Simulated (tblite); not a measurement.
# C5H10OSeSi: the cost of one run

Computed with tblite 0.8.0 and PySCF 2.14.0, with density-fitted response routines of our own, on a single molecule in the gas phase. Atoms count from 0, in the outputs and in this text.

**1. The molecule as given**

18 atoms, charge 0, multiplicity 1; geometry from: force field or distance geometry start.

Bonds of the start (Å): C0–C1 1.49, C1–O2 1.25, C1–C3 1.47, C3–C4 1.53, C3–C5 1.51, C5–Si6 1.87, Si6–Se7 2.29, Se7–C3 1.97, C0–H8 1.10, C0–H9 1.11, C0–H10 1.10, C4–H11 1.11, C4–H12 1.10, C4–H13 1.11, C5–H14 1.12, C5–H15 1.09, Si6–H16 1.47, Si6–H17 1.44.

**2. Relaxing the molecule with GFN2-xTB**

Job settings and geometry (Å):

```
{"job": {"kind": "relax", "xc": "GFN2-xTB", "basis": "xTB"}, "charge": 0, "multiplicity": 1}
C      2.348200     0.685200    -0.059500
C      1.429300    -0.480100    -0.208800
O      1.887800    -1.639000    -0.319700
C     -0.038700    -0.344900    -0.208100
C     -0.690700    -1.719300    -0.351400
C     -0.621000     0.744100    -1.070600
Si    -2.156300     1.055600    -0.048900
Se    -0.583800     0.466600     1.504600
H      1.799600     1.503900     0.421300
H      2.704700     0.960800    -1.072500
H      3.167600     0.386200     0.610400
H     -1.271900    -1.941200     0.565700
H      0.079800    -2.495200    -0.446300
H     -1.374800    -1.744500    -1.228000
H      0.037400     1.654100    -1.034300
H     -0.875100     0.418400    -2.078600
H     -3.229600     0.074400    -0.263300
H     -2.621300     2.421200     0.011900
```

Run with:

```sh
$ OMP_NUM_THREADS=1 python probes_run.py task.json out
```

This one command runs all jobs of the session in turn.

Q: Estimate the wall time of this first job on 1 thread of Arm Neoverse V2, shared host.

About 1.1 s.
